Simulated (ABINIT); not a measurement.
# AlSn (P-6m2) in ABINIT: relaxation of cell and atoms with r2SCAN

Aim: the relaxation of cell and atoms of AlSn with r2SCAN.

All numbers are computed with ABINIT 10.8.3 (patched build); they aren't measurements. Logs are shortened: lines on timing, memory, paths and dates and some standing lists are left out, and cuts for length are marked. The log counts tension as positive stress, the text compression.

### 1 The structure

The structure is hexagonal, space group P-6m2 (No. 187). Conventional cell: a = 4.198 Å, b = 4.198 Å, c = 3.307 Å, α = 90.00°, β = 90.00°, γ = 120.00°. Around Sn (site symmetry -6m2) lie 6 Al at 2.93 Å and 2 Sn at 3.31 Å. Al (site symmetry -6m2) is surrounded by 6 Sn at 2.93 Å and 2 Al at 3.31 Å.

The cell comes from a database or a generator and needn't be the stable form of this composition.

### 2 Relaxation of cell and atoms, r2SCAN

run.abi reads:

```
pp_dirpath "./"
pseudos "Sn.GGA_PBE-JTH.xml, Al.GGA_PBE-JTH.xml"

acell 7.9332698559 7.9332698558 6.249035166
rprim
     1.0000000000     0.0000000000     0.0000000000
    -0.5000000000     0.8660254038     0.0000000000
     0.0000000000     0.0000000000     1.0000000000
ntypat 2
znucl 50 13
natom 2
typat 1 2
xred
     0.3333333333     0.6666666667     0.5000000000
     0.0000000000     0.0000000000     0.0000000000
chkprim 0
chksymtnons 0
tolsym 1.0e-6

ecut 26.0
pawecutdg 48.0

kptopt 1
ngkpt 4 4 5
nshiftk 1
shiftk 0.0 0.0 0.0

ixc -497498
usekden 1
pawxcdev 0

nband 13
occopt 3
tsmear 0.00183747

nstep 100
tolvrs 1.0e-7

iomode 3
prtwf 0
prtden 0
prteig 0
prtebands 0
enunit 1

ionmov 2
ntime 60
tolmxf 0.0001
optcell 2
dilatmx 1.08
ecutsm 0.5
```

Potentials or basis: JTH PAW PBE v2.0.

The run is started by

```sh
> abinit run.abi > log 2>&1
```

run.abo:

```text
.Version 10.8.3 of ABINIT
 Symmetries : space group P-6 m 2 (#187); Bravais hP (primitive hexag.)
================================================================================
 Values of the parameters that define the memory need of the present run
     intxc =       0    ionmov =       2      iscf =      17    lmnmax =      18
     lnmax =       6     mgfft =      40  mpssoang =       3    mqgrid =    3001
     natom =       2  nloc_mem =       2    nspden =       1   nspinor =       1
    nsppol =       1      nsym =      12    n1xccc =       1    ntypat =       2
    occopt =       3   xclevel =       2
       mpw =        2728          nfft =       51200          nkpt =          12
 PAW method is used; the additional fine FFT grid is defined by:
   mgfftf=        54    nfftf =    131220
================================================================================
================================================================================

--------------------------------------------------------------------------------
------------- Echo of variables that govern the present computation ------------
--------------------------------------------------------------------------------
 -outvars: echo values of preprocessed input variables --------
            acell      7.9332698559E+00  7.9332698558E+00  6.2490351660E+00 Bohr
              amu      1.18710000E+02  2.69815390E+01
          chkprim           0
      chksymtnons           0
          dilatmx      1.08000000E+00
             ecut      2.60000000E+01 Hartree
           ecutsm      5.00000000E-01 Hartree
           enunit           1
           ionmov           2
              ixc     -497498
         kptrlatt        4    0    0      0    4    0      0    0    5
          kptrlen      3.12451758E+01
            natom           2
            nband          13
            ngfft          40      40      32
          ngfftdg          54      54      45
             nkpt          12
            nstep         100
             nsym          12
            ntime          60
           ntypat           2
           occopt           3
          optcell           2
        pawecutdg      4.80000000E+01 Hartree
         pawxcdev           0
           prtden           0
        prtebands           0
           prteig           0
          prtkden           1
            prtwf           0
            rprim      1.0000000000E+00  0.0000000000E+00  0.0000000000E+00
                      -5.0000000000E-01  8.6602540380E-01  0.0000000000E+00
                       0.0000000000E+00  0.0000000000E+00  1.0000000000E+00
          spgroup         187
           tolmxf      1.00000000E-04
           tolsym      1.00000000E-06
           tolvrs      1.00000000E-07
           tsmear      1.83747000E-03 Hartree
            typat      1  2
          usekden           1
           useylm           1
           xangst     -1.9226614147E-10  2.4237774058E+00  1.6534234989E+00
                      -2.0990529801E-10  1.2118834212E-10  0.0000000000E+00
            xcart     -3.6333035066E-10  4.5802754871E+00  3.1245175830E+00
[... 801 lines left out ...]
 rms dE/dt=  0.0000E+00; max dE/dt=  0.0000E+00; dE/dt below (all hartree)
    1       0.000000000000      0.000000000000      0.000000000000
    2       0.000000000000      0.000000000000      0.000000000000

 cartesian coordinates (angstrom) at end:
    1     -0.00000000019005     2.39579159547315     1.65125604743696
    2     -0.00000000020748     0.00000000011979     0.00000000000000

 cartesian forces (hartree/bohr) at end:
    1     -0.00000000000000    -0.00000000000000    -0.00000000000000
    2     -0.00000000000000    -0.00000000000000    -0.00000000000000
 frms,max,avg= 0.0000000E+00 0.0000000E+00   0.000E+00  0.000E+00  0.000E+00 h/b

 cartesian forces (eV/Angstrom) at end:
    1     -0.00000000000000    -0.00000000000000    -0.00000000000000
    2     -0.00000000000000    -0.00000000000000    -0.00000000000000
 frms,max,avg= 0.0000000E+00 0.0000000E+00   0.000E+00  0.000E+00  0.000E+00 e/A
 length scales=  7.841669453623  7.841669453630  6.240843386810 bohr
              =  4.149632767476  4.149632767480  3.302512094874 angstroms
 Fermi (or HOMO) energy (eV) =   6.37508   Average Vxc (eV)= -10.13270
 Eigenvalues (   eV  ) for nkpt=  12  k points:
 kpt#   1, nband= 13, wtk=  0.01250, kpt=  0.0000  0.0000  0.0000 (reduced coord)
 -16.08903  -15.94462  -15.94462  -15.94434  -15.94434   -5.12977    5.81747    5.81747
   7.36023    8.70022    9.45341    9.45341   11.57515
 prteigrs : prtvol=0 or 1, do not print more k-points.

--- !EnergyTerms
iteration_state     : {dtset: 1, itime: 7, icycle: 1, }
comment             : Components of total free energy in Hartree
kinetic             :  1.24670846606217E+01
hartree             :  2.91442067038166E+01
xc                  : -7.55141163769609E+00
Ewald energy        : -4.61834694805516E+01
psp_core            :  1.12887106910557E+00
local_psp           : -7.67960887098625E+01
PAW spherical_terms :  3.73157895863361E+01
internal            : -5.04750178082303E+01
'-kT*entropy'       : -2.52197928393859E-04
total_energy        : -5.04752700061587E+01
total_energy_eV     : -1.37350206800776E+03
...

--- !EnergyTermsDC
iteration_state     : {dtset: 1, itime: 7, icycle: 1, }
comment             : '"Double-counting" decomposition of free energy'
band_energy         : -5.47731281339072E+00
Ewald energy        : -4.61834694805516E+01
psp_core            :  1.12887106910557E+00
xc_dc               : -3.10569302282951E+01
PAW spherical_terms :  3.11138063941227E+01
internal            : -5.04750350590092E+01
'-kT*entropy'       : -2.52197928393859E-04
total_energy_dc     : -5.04752872569376E+01
total_energy_dc_eV  : -1.37350253742537E+03
...

--- !EnergyTermsWithPAWCore
iteration_state     : {dtset: 1, itime: 7, icycle: 1, }
comment             : 'Components of total free energy, including PAW core contributions'
Total energy        : -6.42077941268377E+03
Total energy DC     : -6.42077942993454E+03
Total energy (eV)   : -1.74718308598781E+05
Total energy DC (eV): -1.74718309068199E+05
...

 Cartesian components of stress tensor (hartree/bohr^3)
  sigma(1 1)=  6.51379146E-07  sigma(3 2)=  0.00000000E+00
  sigma(2 2)=  6.51379110E-07  sigma(3 1)=  0.00000000E+00
  sigma(3 3)=  5.90927851E-07  sigma(2 1)= -2.47239024E-14

-Cartesian components of stress tensor (GPa)         [Pressure= -1.8571E-02 GPa]
- sigma(1 1)=  1.91642361E-02  sigma(3 2)=  0.00000000E+00
- sigma(2 2)=  1.91642351E-02  sigma(3 1)=  0.00000000E+00
- sigma(3 3)=  1.73856976E-02  sigma(2 1)= -7.27402321E-10

== END DATASET(S) ==============================================================
================================================================================

 -outvars: echo values of variables after computation  --------
            acell      7.8416694536E+00  7.8416694536E+00  6.2408433868E+00 Bohr
           etotal     -5.0475287257E+01
            fcart     -0.0000000000E+00 -0.0000000000E+00 -0.0000000000E+00
                      -0.0000000000E+00 -0.0000000000E+00 -0.0000000000E+00
            rprim      1.0000000000E+00  0.0000000000E+00  0.0000000000E+00
                      -4.9999999999E-01  8.6602540379E-01  0.0000000000E+00
                       0.0000000000E+00  0.0000000000E+00  1.0000000000E+00
           strten      6.5137914626E-07  6.5137910982E-07  5.9092785094E-07
                       0.0000000000E+00  0.0000000000E+00 -2.4723902360E-14
           xangst     -1.9004610535E-10  2.3957915955E+00  1.6512560474E+00
                      -2.0748165554E-10  1.1978905771E-10  0.0000000000E+00
             xred      3.3333333330E-01  6.6666666670E-01  5.0000000000E-01
                      -3.3333410106E-11  3.3333188062E-11  0.0000000000E+00
 Calculation completed.
```

Run time: 3.8 min. Hardware: 1 thread of Arm Neoverse V1, shared host; peak memory 0.16 GiB.

Results:

| Property | Result |
| --- | --- |
| Free energy | -1373.5025 eV |
| Relaxed volume | 24.62 Å³/atom |
| Relaxed cell | a = 4.150 Å, b = 4.150 Å, c = 3.303 Å, α = 90.00°, β = 90.00°, γ = 120.00° |
| Space group after relaxing (to 0.05 Å) | P-6m2 (No. 187) |
| Energy gained by relaxing | 2.9 meV/atom |
| Ionic steps | 7 |
| Pressure after relaxing | 0.0 GPa |
| Band gap on the k mesh | none (metal or under the smearing width) |
| Valence electrons inside the program's atomic spheres | Sn 11.95; Al 0.70 |

Step by step:
```tsv
step	energy change (eV)	largest force (eV/Å)	pressure (GPa)	volume (Å³)
1	0.0000	0.0000	-1.19	50.47
2	-0.0015	0.0000	-1.02	50.29
3	-0.0057	0.0000	0.15	49.15
4	-0.0057	0.0000	0.06	49.21
5	-0.0058	0.0000	-0.01	49.26
6	-0.0058	0.0000	-0.02	49.26
7	-0.0058	0.0000	-0.02	49.25
```

Final structure:
```cif
data_structure
_symmetry_space_group_name_H-M 'P 1'
_symmetry_Int_Tables_number 1
_cell_length_a 4.1496
_cell_length_b 4.1496
_cell_length_c 3.3025
_cell_angle_alpha 90.000
_cell_angle_beta 90.000
_cell_angle_gamma 120.000
_cell_volume 49.25
loop_
_atom_site_label
_atom_site_type_symbol
_atom_site_fract_x
_atom_site_fract_y
_atom_site_fract_z
_atom_site_occupancy
Sn1 Sn 0.33333 0.66667 0.50000 1
Al1 Al 0.00000 0.00000 0.00000 1
```

Caveat: the k mesh is coarse (spacing up to 0.43 Å⁻¹), so the values aren't converged; totals of a meta-GGA on PAW files have another zero than those of a GGA; the PAW data sets were made with another functional, which shifts forces and pressure a little.
